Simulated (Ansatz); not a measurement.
# C8H18O2Sn: up Jacob's ladder to CCSD(T)

One table from this session's results is given with a row withheld; the runs are named, their logs left out.

The runs use Ansatz 0.2.0, Gaussian basis; functionals in def2-TZVPP, the program's frozen cores in correlated methods.

Levels to be run: LDA (SPW92), PBE-D4, revPBE-D4, BLYP-D4, r2SCAN-D4, B97M-V, PBE0-D4, B3LYP-D4, r2SCANh-D4, r2SCAN0-D4, HSE06-D4, BHLYP-D4, CAM-B3LYP-D4, LC-ωPBE, ωB97X-V, ωB97M-V, B2PLYP, PBE-QIDH; CCSD(T)/def2-SVP; CCSD(T)/def2-TZVPP; MP2/def2-QZVPP; extrapolation to the limit; RPA on PBE.

## Structure used throughout

All runs share one geometry, relaxed beforehand with PBE0-D4 in a triple-zeta def2 set. Sn takes the def2 core potential; no spin-orbit term is included.

SMILES `CC(C)(C)[O][Sn][O]C(C)(C)C`, 29 atoms, charge 0, spin multiplicity 1.

Atoms are counted from 1 here; the program's logs count them from 0.

Bond lengths: C1–C2 1.524 Å, C1–H12 1.092 Å, C1–H13 1.093 Å, C1–H14 1.093 Å, C2–C3 1.525 Å, C2–C4 1.525 Å, C2–O5 1.412 Å, C3–H15 1.093 Å, C3–H16 1.093 Å, C3–H17 1.092 Å, C4–H18 1.092 Å, C4–H19 1.095 Å, C4–H20 1.094 Å, O5–Sn6 1.991 Å, Sn6–O7 1.962 Å, O7–C8 1.420 Å, C8–C9 1.523 Å, C8–C10 1.524 Å and more. Angles: C2–C1–H12 109.9°, C2–C1–H13 110.2°, C2–C1–H14 111.3°, H12–C1–H13 108.2°, H12–C1–H14 108.6°, H13–C1–H14 108.5°, C1–C2–C3 110.1°, C1–C2–C4 109.8°, C1–C2–O5 107.3°, C3–C2–C4 109.9°, C3–C2–O5 107.8°, C4–C2–O5 111.9°, C2–C3–H15 111.4°, C2–C3–H16 110.3°, C2–C3–H17 109.9°, H15–C3–H16 108.4°, H15–C3–H17 108.6°, H16–C3–H17 108.2° and more.

Set-up of the first run:

File in.yaml:

```yaml
crystal:
  periodic: [false, false, false]
  atoms:
    - {symbol: C, position_ang: [-1.506455, -1.587002, -1.889117]}
    - {symbol: C, position_ang: [-2.021646, -0.633768, -0.816960]}
    - {symbol: C, position_ang: [-2.565715, -1.423090, 0.368564]}
    - {symbol: C, position_ang: [-3.117958, 0.253210, -1.396601]}
    - {symbol: O, position_ang: [-0.919251, 0.121334, -0.361824]}
    - {symbol: Sn, position_ang: [-0.656227, 2.087437, -0.188540]}
    - {symbol: O, position_ang: [1.166537, 2.007570, 0.533152]}
    - {symbol: C, position_ang: [2.094211, 0.984063, 0.860597]}
    - {symbol: C, position_ang: [3.339739, 1.688383, 1.380886]}
    - {symbol: C, position_ang: [2.428659, 0.173282, -0.385747]}
    - {symbol: C, position_ang: [1.508241, 0.082566, 1.940627]}
    - {symbol: H, position_ang: [-0.707568, -2.208975, -1.480746]}
    - {symbol: H, position_ang: [-1.102239, -1.022837, -2.732949]}
    - {symbol: H, position_ang: [-2.302678, -2.239109, -2.257244]}
    - {symbol: H, position_ang: [-3.392074, -2.072642, 0.068674]}
    - {symbol: H, position_ang: [-2.925634, -0.741817, 1.143657]}
    - {symbol: H, position_ang: [-1.775220, -2.041409, 0.798215]}
    - {symbol: H, position_ang: [-3.955165, -0.346894, -1.760477]}
    - {symbol: H, position_ang: [-3.508081, 0.941520, -0.640165]}
    - {symbol: H, position_ang: [-2.738223, 0.841247, -2.237986]}
    - {symbol: H, position_ang: [4.112013, 0.966253, 1.658226]}
    - {symbol: H, position_ang: [3.743496, 2.353219, 0.614344]}
    - {symbol: H, position_ang: [3.092832, 2.288954, 2.258935]}
    - {symbol: H, position_ang: [1.534612, -0.328226, -0.760697]}
    - {symbol: H, position_ang: [3.186168, -0.583607, -0.166182]}
    - {symbol: H, position_ang: [2.820024, 0.832111, -1.165054]}
    - {symbol: H, position_ang: [0.613165, -0.418901, 1.568188]}
    - {symbol: H, position_ang: [2.231282, -0.677609, 2.247652]}
    - {symbol: H, position_ang: [1.243456, 0.676636, 2.818970]}
basis:
  gaussian: {orbitals: def2-TZVPP}
hamiltonian: {xc: lda}
output: {orbitals: {seedname: orbitals}}
```

Command:

```console
ansatz run in.yaml --threads 11 --pin off --events-out ev --progress --plain --max-ram 174080MiB --backend cuda --devices 0, --max-vram 75GiB
```

Steps of the session up to this table: LDA; PBE-D4 (GGA); revPBE-D4 (GGA); BLYP-D4 (GGA); r2SCAN-D4 (meta-GGA); B97M-V (meta-GGA); B3LYP-D4 (hybrid); r2SCANh-D4 (hybrid); r2SCAN0-D4 (hybrid); HSE06-D4 (hybrid); BHLYP-D4 (hybrid); CAM-B3LYP-D4 (range-separated); LC-ωPBE (range-separated); ωB97X-V (range-separated); ωB97M-V (range-separated); B2PLYP (double hybrid); PBE-QIDH (double hybrid).

One table of the session follows, with a row left open; its other results are not shown here.

It belongs to the step «Orbital energies across the functionals». 

| functional | HOMO (eV) | LUMO (eV) | gap (eV) |
| --- | --- | --- | --- |
| LDA (SPW92) | -5.96 | -2.70 | 3.26 |
| PBE-D4 | -5.75 | -2.47 | 3.29 |
| revPBE-D4 | -5.67 | -2.37 | 3.31 |
| BLYP-D4 | -5.64 | -2.39 | 3.25 |
| r2SCAN-D4 | -6.02 | -2.41 | 3.60 |
| B97M-V | ? | ? | ? |
| PBE0-D4 | -6.96 | -1.84 | 5.13 |
| B3LYP-D4 | -6.78 | -2.05 | 4.73 |
| r2SCANh-D4 | -6.48 | -2.17 | 4.31 |
| r2SCAN0-D4 | -7.16 | -1.81 | 5.35 |
| HSE06-D4 | -6.57 | -2.20 | 4.37 |
| BHLYP-D4 | -8.07 | -1.17 | 6.90 |
| CAM-B3LYP-D4 | -8.28 | -0.95 | 7.33 |
| LC-ωPBE | -9.47 | 0.12 | 9.59 |
| ωB97X-V | -9.21 | -0.02 | 9.19 |
| ωB97M-V | -9.17 | -0.19 | 8.98 |

**Question.** Estimate the row for B97M-V.

As computed: HOMO (eV): -6.03; LUMO (eV): -2.48; gap (eV): 3.54. In the column «HOMO (eV)» it lies between r2SCANh-D4 (-6.48) and r2SCAN-D4 (-6.02).
